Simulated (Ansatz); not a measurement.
# C7H14: taking an electron away

One table from this session's results is given with a row withheld; the runs are named, their logs left out.

Program: Ansatz 0.2.0, Gaussian basis. Level of theory: unrestricted cation, the program's frozen cores in correlated methods. These are calculated values, not measurements.

Levels to be run: UKS PBE-D4/def2-TZVPP; UKS r2SCAN-D4/def2-TZVPP; UKS PBE0-D4/def2-TZVPP; UKS B3LYP-D4/def2-TZVPP; UKS wB97X-V/def2-TZVPP; UKS wB97M-V/def2-TZVPP; UKS B2PLYP/def2-TZVPP; UHF-MP2/def2-TZVPP; UHF-MP2/def2-QZVPP; then −ε(HOMO) from the neutral's earlier runs with LDA (SPW92), PBE-D4, revPBE-D4, BLYP-D4, r2SCAN-D4, B97M-V, PBE0-D4, B3LYP-D4, r2SCANh-D4, r2SCAN0-D4, HSE06-D4, BHLYP-D4, CAM-B3LYP-D4, LC-ωPBE, ωB97X-V, ωB97M-V.

1 further run of the same task is left out (it didn't finish). Runs told in other sessions of the task aren't counted.

## The relaxed structure

All runs share one geometry, relaxed beforehand with PBE0-D4 in a triple-zeta def2 set.

SMILES `CC1(C)CCCC1`, 21 atoms, charge 0, spin multiplicity 1.

Atoms are counted from 1 here; the program's logs count them from 0.

Bond lengths: C1–C2 1.527 Å, C1–H8 1.094 Å, C1–H9 1.094 Å, C1–H10 1.093 Å, C2–C3 1.519 Å, C2–C4 1.534 Å, C2–C7 1.534 Å, C3–H11 1.094 Å, C3–H12 1.094 Å, C3–H13 1.094 Å, C4–C5 1.533 Å, C4–H14 1.094 Å, C4–H15 1.095 Å, C5–C6 1.546 Å, C5–H16 1.092 Å, C5–H17 1.092 Å, C6–C7 1.532 Å, C6–H18 1.092 Å and more. Angles: C2–C1–H8 110.8°, C2–C1–H9 110.8°, C2–C1–H10 112.0°, H8–C1–H9 107.8°, H8–C1–H10 107.7°, H9–C1–H10 107.7°, C1–C2–C3 109.7°, C1–C2–C4 110.4°, C1–C2–C7 110.4°, C3–C2–C4 112.5°, C3–C2–C7 112.5°, C4–C2–C7 101.0°, C2–C3–H11 111.2°, C2–C3–H12 111.2°, C2–C3–H13 111.0°, H11–C3–H12 107.6°, H11–C3–H13 107.9°, H12–C3–H13 107.9° and more.

The first run:

in.yaml

```yaml
crystal:
  periodic: [false, false, false]
  atoms:
    - {symbol: C, position_ang: [-1.191952, -1.220755, -0.099015]}
    - {symbol: C, position_ang: [-0.558367, 0.130197, 0.223713]}
    - {symbol: C, position_ang: [-1.584149, 1.031392, 0.889371]}
    - {symbol: C, position_ang: [0.699580, -0.059265, 1.080288]}
    - {symbol: C, position_ang: [1.791341, -0.515928, 0.106412]}
    - {symbol: C, position_ang: [1.358534, 0.013854, -1.279687]}
    - {symbol: C, position_ang: [0.039915, 0.757164, -1.041536]}
    - {symbol: H, position_ang: [-2.043981, -1.098341, -0.773685]}
    - {symbol: H, position_ang: [-1.552873, -1.707226, 0.811582]}
    - {symbol: H, position_ang: [-0.483458, -1.899968, -0.579316]}
    - {symbol: H, position_ang: [-1.954060, 0.589529, 1.819251]}
    - {symbol: H, position_ang: [-2.446441, 1.197723, 0.237037]}
    - {symbol: H, position_ang: [-1.151453, 2.006722, 1.129642]}
    - {symbol: H, position_ang: [0.542307, -0.758619, 1.906070]}
    - {symbol: H, position_ang: [0.970361, 0.905404, 1.522964]}
    - {symbol: H, position_ang: [1.867918, -1.605588, 0.093454]}
    - {symbol: H, position_ang: [2.773859, -0.142609, 0.401422]}
    - {symbol: H, position_ang: [1.215402, -0.813605, -1.978445]}
    - {symbol: H, position_ang: [2.112347, 0.665461, -1.725665]}
    - {symbol: H, position_ang: [-0.640661, 0.707085, -1.895977]}
    - {symbol: H, position_ang: [0.235818, 1.817383, -0.847879]}
basis:
  gaussian: {orbitals: def2-TZVPP}
total_charge: 1
magnetization: {spin_polarized: true, initial_magnetization: 1}
hamiltonian: {xc: pbe, dispersion: d4}
```

Run with:

```
$ ansatz run in.yaml --threads 2 --pin off --events-out ev --progress --plain --max-ram 20480MiB --backend cuda --devices 0, --max-vram 18GiB
```

Steps of the session up to this table: Cation, UKS PBE-D4/def2-TZVPP; Cation, UKS r2SCAN-D4/def2-TZVPP; Cation, UKS PBE0-D4/def2-TZVPP; Cation, UKS B3LYP-D4/def2-TZVPP; Cation, UKS wB97X-V/def2-TZVPP; Cation, UKS wB97M-V/def2-TZVPP; Cation, UKS B2PLYP (frozen core)/def2-TZVPP; Cation, UHF-MP2/def2-TZVPP; Cation, UHF-MP2/def2-QZVPP.

One table of the session follows, with a row left open; its other results are not shown here.

For comparison, −ε(HOMO) of the neutral from earlier runs:

| functional | −ε(HOMO) (eV) |
| --- | --- |
| LDA (SPW92) | 7.17 |
| PBE-D4 | 7.13 |
| revPBE-D4 | 7.10 |
| BLYP-D4 | 7.06 |
| r2SCAN-D4 | 7.39 |
| B97M-V | 7.55 |
| PBE0-D4 | 8.47 |
| B3LYP-D4 | 8.28 |
| r2SCANh-D4 | 7.89 |
| r2SCAN0-D4 | 8.63 |
| HSE06-D4 | 8.06 |
| BHLYP-D4 | 9.75 |
| CAM-B3LYP-D4 | 9.88 |
| LC-ωPBE | 11.19 |
| ωB97X-V | 10.87 |
| ωB97M-V | ? |

Q: Estimate the row for ωB97M-V from the others.

As computed: −ε(HOMO) (eV): 10.75. In the column «−ε(HOMO) (eV)» it lies between CAM-B3LYP-D4 (9.88) and ωB97X-V (10.87).
